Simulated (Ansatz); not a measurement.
# GaAs: the cost of one run

Computed with Ansatz 0.2 early development (run time, molecular dynamics, r2SCAN, PAW, unless a step's input says otherwise).

### 1 The structure to begin with

The structure is cubic, space group F-43m (No. 216). The conventional cell has a = 5.653 Å, b = 5.653 Å, c = 5.653 Å, α = 90.00°, β = 90.00°, γ = 90.00°. Ga (site symmetry -43m) has 4 As at 2.45 Å as nearest neighbours. As (site symmetry -43m) has 4 Ga at 2.45 Å as nearest neighbours.

Structure file:

```cif
data_structure
_symmetry_space_group_name_H-M 'F-43m'
_symmetry_Int_Tables_number 216
_cell_length_a 5.6530
_cell_length_b 5.6530
_cell_length_c 5.6530
_cell_angle_alpha 90.000
_cell_angle_beta 90.000
_cell_angle_gamma 90.000
_cell_volume 180.65
loop_
_atom_site_label
_atom_site_type_symbol
_atom_site_symmetry_multiplicity
_atom_site_Wyckoff_symbol
_atom_site_fract_x
_atom_site_fract_y
_atom_site_fract_z
_atom_site_occupancy
Ga1 Ga 4 a 0.00000 0.00000 0.00000 1
As1 As 4 c 0.25000 0.75000 0.75000 1
```

### 2 The run

input.yaml

```yaml
crystal:
  lattice:
    - [5.653, 0, 0]
    - [0, 5.653, 0]
    - [0, 0, 5.653]
  atoms:
    - { symbol: Ga, position: [0, 0, 0] }
    - { symbol: Ga, position: [0, 0.5, 0.5] }
    - { symbol: Ga, position: [0.5, 0, 0.5] }
    - { symbol: Ga, position: [0.5, 0.5, 0] }
    - { symbol: As, position: [0.25, 0.25, 0.25] }
    - { symbol: As, position: [0.25, 0.75, 0.75] }
    - { symbol: As, position: [0.75, 0.25, 0.75] }
    - { symbol: As, position: [0.75, 0.75, 0.25] }
kpoints:
  mp_grid: { grid: [2, 2, 2] }
hamiltonian:
  xc: r2scan
  pseudopotentials: { kind: paw }
magnetization:
  spin_polarized: false
scf:
  occupations: { method: fixed }
output:
  forces: true
  stress: false
md:
  ensemble: nvt_langevin
  temperature: 600
  timestep: 2.0
  n_steps: 20
  seed: 7
  initial_velocities: maxwell_boltzmann
```

On the command line:

```console
$ ansatz run input --backend cpu --threads 16 --events-out ev
```

What time and memory should one allow on 16 threads of Arm Neoverse V2 (Grace), shared host?

About 4.3 min, with a peak of 4.8 GiB.
